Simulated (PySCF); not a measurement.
# Bromine Oxoborane (BBrO): NMR shifts, electronic excitations and K edges in gas and solvents

Aim: compute the NMR shifts, electronic excitations and K edges of Bromine Oxoborane (BBrO) (`O=BBr`), and see what a dielectric continuum does where one was used.

Computed with PySCF 2.14.0, with density-fitted response routines of our own, on a single molecule, in the gas phase or a continuum. Atoms are numbered from 0 throughout.

### Step 1. Starting geometry

3 atoms, charge 0, multiplicity 1; geometry from: GFN2-xTB.

Bonds of the start (Å): O0–B1 1.19, B1–Br2 1.80.

### Step 2. Relaxing the molecule at PBE0-D3(BJ)/def2-SVP

The job: settings as JSON, then the geometry in Å.

```
{"job": {"xc": "PBE0", "basis": "def2-SVP", "d3": "d3bj", "grid": 1, "kind": "geom"}, "charge": 0, "multiplicity": 1}
O     -1.368943     0.307307    -0.006395
B     -0.198069     0.105057    -0.004505
Br     1.578493    -0.203010    -0.001654
```

On the command line:

```sh
OMP_NUM_THREADS=1 python probes_run.py task.json out
```

One launch serves the whole session: the jobs run in the order shown.

Log:

```text
step   0  E = -2673.50404753  max force = 0.031464
step   1  E = -2673.50512114  max force = 0.003086
step   2  E = -2673.50512570  max force = 0.000373
optimisation converged
```

It took 14 s on 1 thread, shared host.

The steps of the relaxation:

| step | energy from step 0 (eV) | largest force component (eV/Å) |
| --- | --- | --- |
| 0 | 0.0000 | 1.6179 |
| 1 | -0.0292 | 0.1587 |
| 2 | -0.0293 | 0.0192 |

Close pairs (by a distance rule), those that changed most:

| bond | before (Å) | after (Å) | change (Å) |
| --- | --- | --- | --- |
| B1–Br2 | 1.803 | 1.838 | +0.035 |
| O0–B1 | 1.188 | 1.204 | +0.016 |

The final coordinates are the input of the step that follows.

| at the end point | value |
| --- | --- |
| point group (found at 0.08 Å tolerance) | C∞v |
| rotational constants (GHz, main isotopes) | 3.600, 3.600 |
| dipole moment (D) | 2.68 |

### Step 3. NMR shieldings: PBE0/pcSseg-1 in acetone

The job: settings as JSON, then the geometry in Å.

```
{"job": {"kind": "nmr", "xc": "PBE0", "basis": "pcSseg-1", "solvent": "acetone", "pop": true}, "charge": 0, "multiplicity": 1}
O     -1.394663     0.331051    -0.038184
B     -0.208187     0.124392    -0.036322
Br     1.602141    -0.191517    -0.033515
```

Level: GIAO PBE0/pcSseg-1 NMR shielding, non-relativistic, IEF-PCM acetone.

Log:

```text
coarse grid: 17696 points
cycle   1  E = -2673.4698582051  dE = -7.809e-01  |g| = 1.083e+00  |ddm| = 1.878e+00
cycle   2  E = -2672.8582363982  dE =  6.116e-01  |g| = 1.929e+00  |ddm| = 1.549e+00
cycle   3  E = -2673.5934079687  dE = -7.352e-01  |g| = 3.431e-01  |ddm| = 1.290e+00
cycle   4  E = -2673.6137450295  dE = -2.034e-02  |g| = 6.859e-02  |ddm| = 1.756e-01
cycle   5  E = -2673.6141103936  dE = -3.654e-04  |g| = 1.614e-02  |ddm| = 6.074e-02
cycle   6  E = -2673.6141499328  dE = -3.954e-05  |g| = 3.283e-03  |ddm| = 1.875e-02
cycle   7  E = -2673.6141529837  dE = -3.051e-06  |g| = 8.283e-04  |ddm| = 3.508e-03
final grid: 35496 points
cycle   8  E = -2673.6141404935  dE =  1.389e-07  |g| = 1.227e-03  |ddm| = 1.345e-03
cycle   9  E = -2673.6141398438  dE =  6.497e-07  |g| = 2.271e-03  |ddm| = 1.901e-03
cycle  10  E = -2673.6141407759  dE = -9.321e-07  |g| = 1.970e-04  |ddm| = 1.199e-03
cycle  11  E = -2673.6141407864  dE = -1.046e-08  |g| = 2.963e-05  |ddm| = 1.648e-04
cycle  12  E = -2673.6141407865  dE = -1.173e-10  |g| = 1.532e-06  |ddm| = 2.124e-05
converged SCF energy = -2673.6141407865

GIAO shielding tensors (ppm)
atom      isotropic    diamagn.    paramagn.     s11        s22        s33       span
  0 O       84.188     395.431    -311.243    -80.793    -80.790    414.146    494.939
  1 B       82.106     204.332    -122.226      9.092      9.092    228.133    219.041
  2 Br    2726.007    3122.873    -396.866   2524.841   2524.846   3128.336    603.495
```

Wall time 12 s (1 thread, shared host).

Shifts follow as δ = σ(reference) − σ, with reference shieldings (ppm) from runs at the same level and on the same kind of geometry: 17O H2O 342.8, 11B BF3·OEt2 101.3. The references are single molecules in the same continuum, so shifts against H2O, NH3, PH3, H3PO4 or CFCl3 are not on the usual liquid scales and can be off by tens of ppm.

| atoms | environment | σ (ppm) | δ (ppm) |
| --- | --- | --- | --- |
| O0 | oxygen bonded to B | 84.2 | 258.6 |
| B1 | boron bonded to Br, O | 82.1 | 19.2 |
| Br2 | bromine bonded to B | 2726 | – |

Charges from the same density, by scheme (e):

| atoms | Mulliken | IAO | Hirshfeld | ESP fit |
| --- | --- | --- | --- | --- |
| O0 | -0.42 | -0.46 | -0.35 | -0.45 |
| B1 | 0.51 | 0.34 | 0.26 | 0.35 |
| Br2 | -0.08 | 0.12 | 0.10 | 0.09 |

Mayer bond orders: O0–B1 2.27, B1–Br2 1.18.

### Step 4. Nuclear shieldings: PBE0/pcSseg-1 in methanol

The job: settings as JSON, then the geometry in Å.

```
{"job": {"kind": "nmr", "xc": "PBE0", "basis": "pcSseg-1", "solvent": "methanol", "pop": false}, "charge": 0, "multiplicity": 1}
O     -1.394663     0.331051    -0.038184
B     -0.208187     0.124392    -0.036322
Br     1.602141    -0.191517    -0.033515
```

Method: GIAO PBE0/pcSseg-1 NMR shielding, non-relativistic, IEF-PCM methanol.

Log:

```text
coarse grid: 17696 points
cycle   1  E = -2673.4703982549  dE = -7.815e-01  |g| = 1.083e+00  |ddm| = 1.878e+00
cycle   2  E = -2672.8657244796  dE =  6.047e-01  |g| = 1.921e+00  |ddm| = 1.542e+00
cycle   3  E = -2673.5936775876  dE = -7.280e-01  |g| = 3.425e-01  |ddm| = 1.283e+00
cycle   4  E = -2673.6139206928  dE = -2.024e-02  |g| = 6.831e-02  |ddm| = 1.750e-01
cycle   5  E = -2673.6142825505  dE = -3.619e-04  |g| = 1.601e-02  |ddm| = 6.044e-02
cycle   6  E = -2673.6143212442  dE = -3.869e-05  |g| = 3.233e-03  |ddm| = 1.856e-02
cycle   7  E = -2673.6143242056  dE = -2.961e-06  |g| = 8.129e-04  |ddm| = 3.470e-03
final grid: 35496 points
cycle   8  E = -2673.6143117239  dE =  1.302e-07  |g| = 1.197e-03  |ddm| = 1.318e-03
cycle   9  E = -2673.6143111138  dE =  6.101e-07  |g| = 2.206e-03  |ddm| = 1.853e-03
cycle  10  E = -2673.6143119926  dE = -8.788e-07  |g| = 1.932e-04  |ddm| = 1.166e-03
cycle  11  E = -2673.6143120027  dE = -1.004e-08  |g| = 2.905e-05  |ddm| = 1.615e-04
cycle  12  E = -2673.6143120028  dE = -1.028e-10  |g| = 1.504e-06  |ddm| = 2.077e-05
converged SCF energy = -2673.6143120028

GIAO shielding tensors (ppm)
atom      isotropic    diamagn.    paramagn.     s11        s22        s33       span
  0 O       84.887     395.485    -310.598    -79.753    -79.749    414.163    493.915
  1 B       82.064     204.317    -122.252      9.034      9.034    228.125    219.092
  2 Br    2725.316    3122.863    -397.547   2523.806   2523.814   3128.330    604.524
```

Wall time 6.6 s (1 thread, shared host).

Key values: σ O0 84.9, B1 82.1, Br2 2725 ppm.

### Step 5. Excited states and response: B3LYP/def2-SVPD

The job: settings as JSON, then the geometry in Å.

```
{"job": {"kind": "uv", "xc": "B3LYP", "basis": "def2-SVPD", "dynamic": true, "nstates": 6, "ntriplets": 0}, "charge": 0, "multiplicity": 1}
O     -1.394663     0.331051    -0.038184
B     -0.208187     0.124392    -0.036322
Br     1.602141    -0.191517    -0.033515
```

Method: TDDFT B3LYP/def2-SVPD, vertical, gas phase, core orbitals frozen in the response.

Log:

```text
coarse grid: 17696 points
cycle   1  E = -2673.7959456911  dE = -6.240e-01  |g| = 8.720e-01  |ddm| = 2.653e+00
cycle   2  E = -2672.5469280997  dE =  1.249e+00  |g| = 2.473e+00  |ddm| = 2.351e+00
cycle   3  E = -2673.9548715304  dE = -1.408e+00  |g| = 6.747e-02  |ddm| = 1.826e+00
cycle   4  E = -2673.9558178415  dE = -9.463e-04  |g| = 3.758e-02  |ddm| = 1.366e-01
cycle   5  E = -2673.9560624554  dE = -2.446e-04  |g| = 1.184e-02  |ddm| = 5.122e-02
cycle   6  E = -2673.9560999666  dE = -3.751e-05  |g| = 3.521e-03  |ddm| = 1.615e-02
cycle   7  E = -2673.9561030467  dE = -3.080e-06  |g| = 6.199e-04  |ddm| = 4.041e-03
final grid: 35496 points
cycle   8  E = -2673.9560741055  dE =  2.786e-07  |g| = 1.342e-03  |ddm| = 1.538e-03
cycle   9  E = -2673.9560724395  dE =  1.666e-06  |g| = 3.200e-03  |ddm| = 3.141e-03
cycle  10  E = -2673.9560744616  dE = -2.022e-06  |g| = 1.203e-04  |ddm| = 2.179e-03
cycle  11  E = -2673.9560744634  dE = -1.857e-09  |g| = 4.415e-06  |ddm| = 1.257e-04
cycle  12  E = -2673.9560744635  dE = -6.821e-12  |g| = 2.776e-07  |ddm| = 6.757e-06
converged SCF energy = -2673.9560744635

Static polarisability (au): isotropic 35.846, principal 29.193 29.193 49.151

Singlet excitations
state   eV       nm        f      main configurations
  1   7.1956    172.3   0.00298   H->L 0.98
  2   7.1956    172.3   0.00298   H-1->L 0.98
  3   7.6000    163.1   0.00000   H->L+2 0.44, H-1->L+1 0.44
  4   7.7465    160.1   0.00000   H-1->L+1 0.45, H->L+2 0.45
  5   7.7465    160.1   0.00000   H->L+1 0.45, H-1->L+2 0.45
  6   8.7787    141.2   0.06130   H-2->L 0.79, H-3->L 0.12
```

It took 9.2 s on 1 thread, shared host.

Frontier orbitals and where they lie:

| orbital | eV | atoms |
| --- | --- | --- |
| HOMO−3 | -10.89 | O0 43 %, Br2 33 %, B1 24 % |
| HOMO−2 | -10.89 | O0 43 %, Br2 33 %, B1 24 % |
| HOMO−1 | -9.40 | Br2 54 %, O0 32 %, B1 14 % |
| HOMO | -9.40 | Br2 54 %, O0 32 %, B1 14 % |
| LUMO | -1.04 | B1 49 %, Br2 43 %, O0 8 % |
| LUMO+1 | -0.16 | B1 38 %, Br2 35 %, O0 28 % |
| LUMO+2 | -0.16 | B1 38 %, Br2 35 %, O0 28 % |

With each of the 6 states as a Gaussian band of 0.4 eV half-width at 1/e, the curve within the window shown has maxima at 173 nm (ε 240), 142 nm (ε 2,500) L/(mol cm). Beyond the last state computed it falls off for lack of states. The curve at chosen wavelengths:

| nm | ε (L/mol/cm) |
| --- | --- |
| 137 | 1414 |
| 139 | 2076 |
| 141 | 2455 |
| 143 | 2380 |
| 145 | 1921 |
| 147 | 1312 |
| 149 | 768 |
| 151 | 390 |
| 153 | 175 |
| 155 | 72 |
| 157 | 34 |
| 159 | 29 |
| 161 | 45 |
| 164 | 96 |
| 166 | 141 |
| 168 | 186 |
| 170 | 222 |
| 172 | 240 |
| 174 | 237 |
| 176 | 216 |
| 178 | 182 |
| 180 | 142 |
| 182 | 104 |
| 184 | 71 |
| 186 | 46 |
| 188 | 28 |

Further results of this job:

| property | computed |
| --- | --- |
| dipole moment (D) | 3.04 |
| polarisability (Å³) | 5.31 |
| HOMO–LUMO gap (eV) | 8.36 |
| −ε(HOMO) (eV) | 9.40 |
| C6 with itself (au) | 502 |

### Step 6. Excited states and response: B3LYP/def2-SVPD in acetone

The job: settings as JSON, then the geometry in Å.

```
{"job": {"kind": "uv", "xc": "B3LYP", "basis": "def2-SVPD", "solvent": "acetone", "nstates": 6, "ntriplets": 0}, "charge": 0, "multiplicity": 1}
O     -1.394663     0.331051    -0.038184
B     -0.208187     0.124392    -0.036322
Br     1.602141    -0.191517    -0.033515
```

Level: TDDFT B3LYP/def2-SVPD, vertical, IEF-PCM acetone (non-equilibrium linear response), core orbitals frozen in the response.

Log:

```text
coarse grid: 17696 points
cycle   1  E = -2673.8173191950  dE = -6.453e-01  |g| = 8.473e-01  |ddm| = 2.654e+00
cycle   2  E = -2672.9969193376  dE =  8.204e-01  |g| = 2.093e+00  |ddm| = 2.150e+00
cycle   3  E = -2673.9609701103  dE = -9.641e-01  |g| = 7.745e-02  |ddm| = 1.587e+00
cycle   4  E = -2673.9620774456  dE = -1.107e-03  |g| = 3.540e-02  |ddm| = 1.202e-01
cycle   5  E = -2673.9622665558  dE = -1.891e-04  |g| = 7.964e-03  |ddm| = 5.247e-02
cycle   6  E = -2673.9622839550  dE = -1.740e-05  |g| = 1.520e-03  |ddm| = 1.286e-02
cycle   7  E = -2673.9622844978  dE = -5.428e-07  |g| = 2.279e-04  |ddm| = 1.897e-03
final grid: 35496 points
cycle   8  E = -2673.9622556142  dE =  2.611e-08  |g| = 4.377e-04  |ddm| = 5.538e-04
cycle   9  E = -2673.9622554736  dE =  1.406e-07  |g| = 9.583e-04  |ddm| = 9.906e-04
cycle  10  E = -2673.9622556516  dE = -1.780e-07  |g| = 3.772e-05  |ddm| = 6.742e-04
cycle  11  E = -2673.9622556518  dE = -2.001e-10  |g| = 1.980e-06  |ddm| = 4.059e-05
converged SCF energy = -2673.9622556518

Static polarisability (au): isotropic 45.554, principal 36.912 36.917 62.833

Singlet excitations
state   eV       nm        f      main configurations
  1   7.2377    171.3   0.00726   H->L 0.98
  2   7.2378    171.3   0.00726   H-1->L 0.98
  3   7.6356    162.4   0.00000   H-1->L+1 0.49, H->L+2 0.49
  4   7.7566    159.8   0.00000   H->L+2 0.49, H-1->L+1 0.49
  5   7.7566    159.8   0.00000   H->L+1 0.49, H-1->L+2 0.49
  6   8.9419    138.7   0.05346   H-2->L 0.76, H-1->L+3 0.22
```

Run time: 8.5 s. Hardware: 1 thread, shared host.

Key values: HOMO -9.23 eV, LUMO -0.82 eV; lowest singlet 7.24 eV.

### Step 7. Excited states and response: B3LYP/def2-SVPD in methanol

The job: settings as JSON, then the geometry in Å.

```
{"job": {"kind": "uv", "xc": "B3LYP", "basis": "def2-SVPD", "solvent": "methanol", "nstates": 6, "ntriplets": 0}, "charge": 0, "multiplicity": 1}
O     -1.394663     0.331051    -0.038184
B     -0.208187     0.124392    -0.036322
Br     1.602141    -0.191517    -0.033515
```

Method: TDDFT B3LYP/def2-SVPD, vertical, IEF-PCM methanol (non-equilibrium linear response), core orbitals frozen in the response.

Log:

```text
coarse grid: 17696 points
cycle   1  E = -2673.8178725110  dE = -6.458e-01  |g| = 8.468e-01  |ddm| = 2.654e+00
cycle   2  E = -2673.0056214874  dE =  8.123e-01  |g| = 2.085e+00  |ddm| = 2.147e+00
cycle   3  E = -2673.9611679107  dE = -9.555e-01  |g| = 7.748e-02  |ddm| = 1.583e+00
cycle   4  E = -2673.9622732132  dE = -1.105e-03  |g| = 3.525e-02  |ddm| = 1.196e-01
cycle   5  E = -2673.9624592607  dE = -1.860e-04  |g| = 7.847e-03  |ddm| = 5.219e-02
cycle   6  E = -2673.9624761328  dE = -1.687e-05  |g| = 1.488e-03  |ddm| = 1.272e-02
cycle   7  E = -2673.9624766548  dE = -5.220e-07  |g| = 2.207e-04  |ddm| = 1.869e-03
final grid: 35496 points
cycle   8  E = -2673.9624477669  dE =  2.438e-08  |g| = 4.236e-04  |ddm| = 5.367e-04
cycle   9  E = -2673.9624476358  dE =  1.310e-07  |g| = 9.259e-04  |ddm| = 9.579e-04
cycle  10  E = -2673.9624478019  dE = -1.660e-07  |g| = 3.576e-05  |ddm| = 6.518e-04
cycle  11  E = -2673.9624478021  dE = -1.774e-10  |g| = 1.964e-06  |ddm| = 3.850e-05
converged SCF energy = -2673.9624478021

Static polarisability (au): isotropic 45.898, principal 37.213 37.216 63.265

Singlet excitations
state   eV       nm        f      main configurations
  1   7.2388    171.3   0.00724   H->L 0.98
  2   7.2389    171.3   0.00724   H-1->L 0.98
  3   7.6353    162.4   0.00000   H-1->L+1 0.49, H->L+2 0.49
  4   7.7561    159.9   0.00000   H->L+2 0.49, H-1->L+1 0.49
  5   7.7561    159.9   0.00000   H->L+1 0.49, H-1->L+2 0.49
  6   8.9485    138.6   0.05003   H-2->L 0.74, H-1->L+3 0.24
```

Wall time 7.5 s (1 thread, shared host).

This run: HOMO -9.23 eV, LUMO -0.82 eV; lowest singlet 7.24 eV.

### Step 8. Core excitations: BHandHLYP/def2-SVPD+aug-pcX-1

The job: settings as JSON, then the geometry in Å.

```
{"job": {"kind": "xas", "xc": "BHandHLYP", "basis": {"default": "aug-pcX-1", "H": "pcseg-1", "Br": "def2-SVPD"}}, "charge": 0, "multiplicity": 1}
O     -1.394663     0.331051    -0.038184
B     -0.208187     0.124392    -0.036322
Br     1.602141    -0.191517    -0.033515
```

Method: core-valence-separated TDA BHandHLYP/aug-pcX-1 H:pcseg-1 Br:def2-SVPD, K edges, non-relativistic, gas phase.

Log:

```text
coarse grid: 17696 points
cycle   1  E = -2673.7853643820  dE = -6.427e-01  |g| = 8.116e-01  |ddm| = 1.990e+00
cycle   2  E = -2673.4623684263  dE =  3.230e-01  |g| = 1.538e+00  |ddm| = 1.286e+00
cycle   3  E = -2673.9238111367  dE = -4.614e-01  |g| = 3.305e-02  |ddm| = 8.923e-01
cycle   4  E = -2673.9241451885  dE = -3.341e-04  |g| = 1.584e-02  |ddm| = 5.783e-02
cycle   5  E = -2673.9241872456  dE = -4.206e-05  |g| = 4.045e-03  |ddm| = 1.413e-02
cycle   6  E = -2673.9241919772  dE = -4.732e-06  |g| = 1.047e-03  |ddm| = 6.072e-03
final grid: 35496 points
cycle   7  E = -2673.9241708045  dE = -1.771e-07  |g| = 9.011e-04  |ddm| = 2.115e-03
cycle   8  E = -2673.9241708381  dE = -3.361e-08  |g| = 8.766e-04  |ddm| = 1.764e-03
cycle   9  E = -2673.9241710024  dE = -1.643e-07  |g| = 1.237e-04  |ddm| = 8.567e-04
cycle  10  E = -2673.9241710054  dE = -2.984e-09  |g| = 4.338e-05  |ddm| = 7.682e-05
cycle  11  E = -2673.9241710058  dE = -4.366e-10  |g| = 8.778e-06  |ddm| = 6.029e-05
converged SCF energy = -2673.9241710058

B K edge
   eV          f      from atoms
  189.687   0.07995   B1
  189.687   0.07995   B1
  190.521   0.01548   B1
  193.209   0.01130   B1
  194.236   0.00457   B1
  194.236   0.00457   B1
  194.291   0.00040   B1
  195.437   0.00007   B1

O K edge
   eV          f      from atoms
  530.727   0.03878   O0
  530.727   0.03878   O0
  532.059   0.00793   O0
  534.528   0.00532   O0
  534.881   0.00002   O0
  535.012   0.00010   O0
  535.012   0.00010   O0
  535.925   0.00288   O0
```

Run time: 6.3 s. Hardware: 1 thread, shared host.

### Step 9. Run by run: NMR shifts

Isotropic shieldings (ppm), with basis size and wall time:

| run | O0 | B1 | Br2 | functions | time |
| --- | --- | --- | --- | --- | --- |
| PBE0/pcSseg-1 in acetone | 84.2 | 82.1 | 2726 | 75 | 12 s |
| PBE0/pcSseg-1 in methanol | 84.9 | 82.1 | 2725 | 75 | 6.6 s |

The continuum's effect on the ground state:

| solvent | ε | polarisation energy (Eh) | μ (D) |
| --- | --- | --- | --- |
| acetone | 20.49 | -0.0066 | 3.51 |
| methanol | 32.61 | -0.0068 | 3.53 |

### Step 10. Run by run: electronic excitations

Excitations and ground-state properties, with basis size and wall time:

| run | lowest singlet (eV) | brightest (eV) | f | gap (eV) | α (Å³) | μ (D) | functions | time |
| --- | --- | --- | --- | --- | --- | --- | --- | --- |
| B3LYP/def2-SVPD | 7.20 | 8.78 | 0.061 | 8.36 | 5.31 | 3.04 | 84 | 9.2 s |
| B3LYP/def2-SVPD in acetone | 7.24 | 8.94 | 0.053 | 8.41 | 6.75 | 3.86 | 84 | 8.5 s |
| B3LYP/def2-SVPD in methanol | 7.24 | 8.95 | 0.050 | 8.41 | 6.80 | 3.88 | 84 | 7.5 s |

The continuum's effect on the ground state:

| solvent | ε | polarisation energy (Eh) | μ (D) |
| --- | --- | --- | --- |
| acetone | 20.49 | -0.0074 | 3.86 |
| methanol | 32.61 | -0.0077 | 3.88 |

### Step 11. Results

| quantity | value |
| --- | --- |
| point group | C∞v |
| rotational constants (main isotopes) | 3.60, 3.60 GHz |
| 17O shifts against H2O (PBE0/pcSseg-1, acetone) | 258.6 ppm |
| 11B shifts against BF3·OEt2 (PBE0/pcSseg-1, acetone) | 19.2 ppm |
| shieldings of Br (PBE0/pcSseg-1, acetone) | Br2 2726.0 ppm |
| lowest singlet (B3LYP/def2-SVPD) | 7.20 eV (172 nm), f = 0.003 |
| brightest single state of those computed | state 6, 8.78 eV, f = 0.061 |
| B K edge | first line 189.69 eV, strongest 189.69 eV (f = 0.080) |
| O K edge | first line 530.73 eV, strongest 530.73 eV (f = 0.039) |
| range of the shielding of O0 | 84.2 to 84.9 ppm |
| range of the lowest singlet | 7.20 to 7.24 eV |

In words: The lowest singlet, at 7.20 eV, is HOMO→LUMO 0.98 and is weak; of the 6 states computed, the strongest absorption comes from state 6 at 8.78 eV (the last computed, so partners may be missing). At the B edge the strongest single line lifts a 1s electron of B1 into several orbitals, led by LUMO+2 (weight 0.51), and it is the first line. At the O edge the strongest single line lifts a 1s electron of O0 into several orbitals, led by LUMO+2 (weight 0.64), and it is the first line. Absolute edge energies from this method are off by several eV; spacings are better. In ppm, O0 moves most: its shielding spreads over 0.7 ppm, from 84.2 (PBE0/pcSseg-1 in acetone) to 84.9 (PBE0/pcSseg-1 in methanol). The continuum holds electrostatics alone: no hydrogen bonds to the solvent, and the gas-phase geometry is kept. The lowest singlet runs from 7.20 eV (B3LYP/def2-SVPD) to 7.24 eV (B3LYP/def2-SVPD in methanol), while the orbital gap spans 8.36 to 8.41 eV. The lowest state need not be the same one in every run. Spin-orbit coupling is left out, which matters for shieldings and couplings at and beside the heavy atoms.
